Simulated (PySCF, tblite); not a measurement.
# C6H9ClN2: geometry, infrared bands and NMR shifts

Aim: predict the infrared bands and NMR shifts of C6H9ClN2 (`Cc1nn(C)c(Cl)c1C`).

The runs use tblite 0.8.0 and PySCF 2.14.0, with density-fitted response routines of our own; the level of theory stands in each step. All values are computed, except where a source is named. Atoms count from 0, in the outputs and in this text.

## (1) The starting structure

18 atoms, charge 0, multiplicity 1; geometry from: force field or distance geometry start.

Bonds of the start (Å): C0–C1 1.48, C1–N2 1.36, N2–N3 1.33, N3–C4 1.43, N3–C5 1.34, C5–Cl6 1.77, C5–C7 1.39, C7–C8 1.48, C7–C1 1.38, C0–H9 1.10, C0–H10 1.10, C0–H11 1.13, C4–H12 1.13, C4–H13 1.11, C4–H14 1.11, C8–H15 1.11, C8–H16 1.12, C8–H17 1.12.

## (2) Optimising the geometry with GFN2-xTB

Job settings and geometry (Å):

```
{"job": {"kind": "relax", "xc": "GFN2-xTB", "basis": "xTB"}, "charge": 0, "multiplicity": 1}
C     -1.699800    -1.790600     0.121200
C     -0.572700    -0.826700     0.068000
N      0.738800    -1.163800     0.179900
N      1.492800    -0.072800     0.092000
C      2.918100    -0.085900     0.178900
C      0.687700     0.990100    -0.054500
Cl     1.215900     2.675400    -0.206900
C     -0.627100     0.548300    -0.066000
C     -1.858000     1.363300    -0.216600
H     -2.396200    -1.603200     0.954700
H     -1.301800    -2.817600     0.185400
H     -2.242700    -1.720800    -0.868800
H      3.340700     0.670500    -0.541800
H      3.370200    -1.063500    -0.108400
H      3.341800     0.162100     1.172100
H     -2.321700     1.632900     0.750300
H     -2.568800     0.821400    -0.898800
H     -1.526000     2.287100    -0.752200
```

Started as:

```bash
OMP_NUM_THREADS=1 python probes_run.py task.json out
```

This one command runs all jobs of the session in turn.

**Question.** This job is followed by: GFN2-xTB harmonic vibrations, gas phase; GIAO PBE0/pcSseg-1 NMR shielding, non-relativistic, gas phase. What will the session give for the following? strongest single infrared mode (GFN2-xTB); zero-point energy (GFN2-xTB); ¹³C shifts against TMS (PBE0/pcSseg-1); ¹H shifts against TMS (PBE0/pcSseg-1, means over atoms taken as alike); ¹⁵N shifts against NH3 (PBE0/pcSseg-1); ³⁵Cl shifts against HCl (PBE0/pcSseg-1).

The runs gave:

| quantity | value |
| --- | --- |
| strongest single infrared mode (GFN2-xTB) | 1376 cm⁻¹, 69 km/mol |
| zero-point energy (GFN2-xTB) | 88.8 kcal/mol |
| ¹³C shifts against TMS (PBE0/pcSseg-1) | 149.1, 133.3, 117.4, 37.9, 15.3, 10.2 ppm |
| ¹H shifts against TMS (PBE0/pcSseg-1, means over atoms taken as alike) | 3.82, 2.29, 2.09 ppm |
| ¹⁵N shifts against NH3 (PBE0/pcSseg-1) | 341.3, 215.3 ppm |
| ³⁵Cl shifts against HCl (PBE0/pcSseg-1) | 152 ppm |

Relaxing lowered the energy by 0.388 eV in 89 steps; the close pair that moved most is C5–Cl6, from 1.773 to 1.709 Å. No mode is imaginary among the 48: a minimum at this level. The strongest single mode, at 1376 cm⁻¹, has its largest shares on C1, N2, N3 and C7 (the list is cut at 4 atoms). GFN2-xTB is a fitted tight-binding method: band positions and strengths are rough. Its intensities can rank the bands wrongly. The most deshielded hydrogen is H12, H13, H14 (mean) (hydrogen on a methyl carbon bonded to N), at 3.82 ppm: its carbon carries N, which withdraws density. NICS(1)zz of -26 ppm above the planar ring from C1 marks a diatropic (aromatic) ring current.
